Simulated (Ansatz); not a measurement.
# TiGeSb, space group P4/nmm: an equation of state with a fit

With Ansatz 0.2.0, Python API.

Notebook, run cell by cell (the value of a cell's last expression is shown):

In [1]:
```python
import warnings

import ansatz as az
import numpy as np
from pymatgen.analysis.eos import EOS
```

In [2]:
```python
vectors0 = np.array([
    [3.7022, 0.0, 0.0],
    [0.0, 3.7022, 0.0],
    [0.0, 0.0, 8.2137],
])
sites = [
    ("Ti", [0.5, 0.0, 0.24875]),
    ("Ti", [0.0, 0.5, 0.75125]),
    ("Ge", [0.0, 0.0, 0.0]),
    ("Ge", [0.5, 0.5, 0.0]),
    ("Sb", [0.5, 0.0, 0.61556]),
    ("Sb", [0.0, 0.5, 0.38444]),
]
```

In [3]:
```python
def on_lattice(cell):
    crystal = az.Crystal(lattice=az.Lattice.of(cell))
    for symbol, position in sites:
        crystal = crystal.atom(symbol, position)
    return crystal
```

In [4]:
```python
warnings.simplefilter("ignore", az.DeckWarning)
```

In [5]:
```python
# uniform scaling of the cell
volumes, energies = [], []
for scale in np.linspace(0.88, 1.12, 7):
    cell = vectors0 * scale ** (1 / 3)
    model = (
        on_lattice(cell).calculation()
        .functional("pbesol")
        .occupations("fermi_dirac", width=0.1)
        .basis(500)
        .kpoints(6, 6, 3)
    )
    rep = model.run().report
    volumes.append(abs(np.linalg.det(cell)) / len(sites))
    energies.append(rep["free_energy_ev"] / len(sites))
    print(f"V = {volumes[-1]:8.4f} A^3/atom  F = {energies[-1]:.5f} eV/atom")
```
```text
V =  16.5116 A^3/atom  F = -4378.94290 eV/atom
V =  17.2622 A^3/atom  F = -4378.99451 eV/atom
V =  18.0127 A^3/atom  F = -4379.01661 eV/atom
V =  18.7632 A^3/atom  F = -4379.01521 eV/atom
V =  19.5137 A^3/atom  F = -4378.99506 eV/atom
V =  20.2643 A^3/atom  F = -4378.95999 eV/atom
V =  21.0148 A^3/atom  F = -4378.91310 eV/atom
```

In [6]:
```python
for form in ["pourier_tarantola"]:
    fit = EOS(eos_name=form).fit(volumes, energies)
    print(f"{form:18s} V0 {fit.v0:8.4f} A^3/atom  B0 {fit.b0_GPa:7.1f} GPa  B1 {fit.b1:5.2f}")
```
```text
pourier_tarantola  V0  18.3323 A^3/atom  B0   111.4 GPa  B1  4.47
```

A third-order Birch-Murnaghan fit through the 7 points (the script's own form differs a little) has its minimum at 18.33 Å³ an atom, 2.3 % below the typed cell, with a bulk modulus of 111 GPa and dB/dP = 4.6. From that minimum the energy rises by 75.7 meV an atom on the compressed side and 105.5 meV on the expanded side.

Reading the output:
- Total energies depend on the potentials; only differences at equal settings carry meaning.
- Spin is left out of this run.
- Shape and fractional positions are held along the curve, so the bulk modulus is an upper value where they are free to relax.
- For a metal this k-point mesh is coarse: on a finer one energies can move by several to tens of meV an atom and pressures by half a GPa or more, differences at one mesh by less.
- The starting cell is as deposited in a crystallographic database; the results hold for this polymorph, which needn't be the stable one.
- The whole script took 53 s on 1 thread of Intel(R) Xeon(R) Platinum 8488C (Sapphire Rapids), on a shared host, peak memory 0.64 GiB.
